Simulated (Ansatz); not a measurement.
# CH9NOSi2: small, medium and large basis sets

Aim: see how fast density functionals converge with the basis set for CH9NOSi2.

Computed with Ansatz 0.2.0, Gaussian basis. Level: one geometry, several basis sets.

The runs, in order: PBE0-D4/def2-SVP; ωB97M-V/def2-SVP; PBE0-D4/def2-QZVPP; ωB97M-V/def2-QZVPP; the functionals' def2-TZVPP values are taken from earlier runs.

### 1 The relaxed structure

An earlier PBE0-D4 in a triple-zeta def2 set relaxation fixed the geometry.

14 atoms, charge 0, spin multiplicity 1.

Atoms are counted from 1 here; the program's logs count them from 0.

Bond lengths: C1–Si2 1.870 Å, C1–H6 1.093 Å, C1–H7 1.092 Å, C1–H8 1.094 Å, Si2–N3 1.748 Å, Si2–Si4 2.350 Å, Si2–H9 1.497 Å, N3–H10 1.010 Å, N3–H11 1.010 Å, Si4–O5 1.658 Å, Si4–H12 1.493 Å, Si4–H13 1.489 Å, O5–H14 0.965 Å. Angles: Si2–C1–H6 110.4°, Si2–C1–H7 111.0°, Si2–C1–H8 111.1°, H6–C1–H7 108.1°, H6–C1–H8 107.7°, H7–C1–H8 108.4°, C1–Si2–N3 106.9°, C1–Si2–Si4 112.4°, C1–Si2–H9 108.6°, N3–Si2–Si4 100.4°, N3–Si2–H9 114.1°, Si4–Si2–H9 114.1°, Si2–N3–H10 118.1°, Si2–N3–H11 117.7°, H10–N3–H11 109.1°, Si2–Si4–O5 102.8°, Si2–Si4–H12 113.3°, Si2–Si4–H13 114.0° and more.

### 2 PBE0-D4 in def2-SVP

in.yaml reads:

```yaml
crystal:
  periodic: [false, false, false]
  atoms:
    - {symbol: C, position_ang: [-1.404806, -0.304305, 1.299631]}
    - {symbol: Si, position_ang: [0.314366, 0.124179, 0.701995]}
    - {symbol: N, position_ang: [1.036091, -1.358477, 0.123462]}
    - {symbol: Si, position_ang: [0.283632, 1.384928, -1.281401]}
    - {symbol: O, position_ang: [0.166514, 0.220444, -2.455975]}
    - {symbol: H, position_ang: [-1.921962, 0.593295, 1.646658]}
    - {symbol: H, position_ang: [-1.998229, -0.747959, 0.496950]}
    - {symbol: H, position_ang: [-1.367954, -1.010910, 2.133444]}
    - {symbol: H, position_ang: [1.064297, 0.770125, 1.824827]}
    - {symbol: H, position_ang: [2.017191, -1.348249, -0.116214]}
    - {symbol: H, position_ang: [0.826655, -2.209480, 0.625585]}
    - {symbol: H, position_ang: [1.513589, 2.207234, -1.478398]}
    - {symbol: H, position_ang: [-0.878325, 2.309825, -1.392456]}
    - {symbol: H, position_ang: [0.336043, -0.659851, -2.099310]}
basis:
  gaussian: {orbitals: def2-SVP}
hamiltonian: {xc: pbe0, dispersion: d4}
output: {orbitals: {seedname: orbitals}}
```

Launch:

```
ansatz run in.yaml --threads 4 --pin off --events-out ev --progress --plain --max-ram 10444MiB
```

Further steps of the session: ωB97M-V in def2-SVP; PBE0-D4 in def2-QZVPP; ωB97M-V in def2-QZVPP.

Before running them: what should the planned runs give, taken together? Wanted: PBE0-D4: double and triple zeta above quadruple; ωB97M-V: double and triple zeta above quadruple.

The runs gave:

```
                                       quantity           value
PBE0-D4: double and triple zeta above quadruple  12.26, 0.83 eV
ωB97M-V: double and triple zeta above quadruple  12.47, 0.78 eV
```

What this shows: For PBE0-D4 the step from double to triple zeta gains 11.43 eV and the next only 0.83 eV. These are total energies; as a rule much of such shifts cancels in differences, which this series doesn't test. The LUMO of ωB97M-V is positive and keeps falling with the basis (2.06 to 1.04 eV): an unbound level that the basis holds in place.
